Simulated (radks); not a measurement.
# Nuclear size and the levels of Pm

An exercise on one series of results from a longer session: the logs are not shown, and one member is left open.

Program: radks (a radial shooting solver on a logarithmic mesh, Libxc functionals) version 1. Level of theory: Dirac Kohn-Sham, LDA (Slater exchange, Perdew-Wang correlation), spin-unpolarised, spherical densities, finite nucleus; open shells fill j = l - 1/2 first. These are calculated values, not measurements, unless marked.

## What is computed

```
element            : promethium (Z = 61)
charge             : 0
electrons          : 61
configuration      : [Xe] 4f5 6s2
nuclear rms radius : 4.962 fm
```

The first run:

Input:

```text
Z 61
configuration [Xe] 4f5 6s2 5d0 6p0
relativity Dirac
functional lda,pw
spin unpolarised
j_filling energy
nucleus finite rms 4.962 fm
c 137.035999084
```

Among the steps run: rms radius 4.962 fm.

One table of the session follows, with a row left open; its other results are not shown here.

It belongs to the step «rms radius 4.962 fm». From the orbitals of this run (lengths in bohr):

| level | <r> | outermost maximum (interpolated) | 90 % within | nodes |
| --- | --- | --- | --- | --- |
| 5p3/2 | 1.729 | 1.49 | 2.55 | 3 |
| 6s1/2 | 4.322 | 3.67 | 6.39 | 5 |
| 4f5/2 | 1.062 | 0.634 | 1.88 | 0 |
| 5d3/2 | 3.226 | 2.20 | 5.36 | 2 |
| 4f7/2 | 1.086 | 0.640 | 1.93 | 0 |
| 5d5/2 | 3.340 | 2.26 | 5.56 | 2 |
| 6p1/2 | ? | ? | ? | ? |
| 6p3/2 | 6.106 | 5.09 | 9.14 | 4 |

Q: Estimate the row for 6p1/2 from the others.

The run gave: <r>: 5.772; outermost maximum (interpolated): 4.80; 90 % within: 8.66; nodes: 4. In the column «<r>» it lies between 6s1/2 (4.322) and 6p3/2 (6.106).
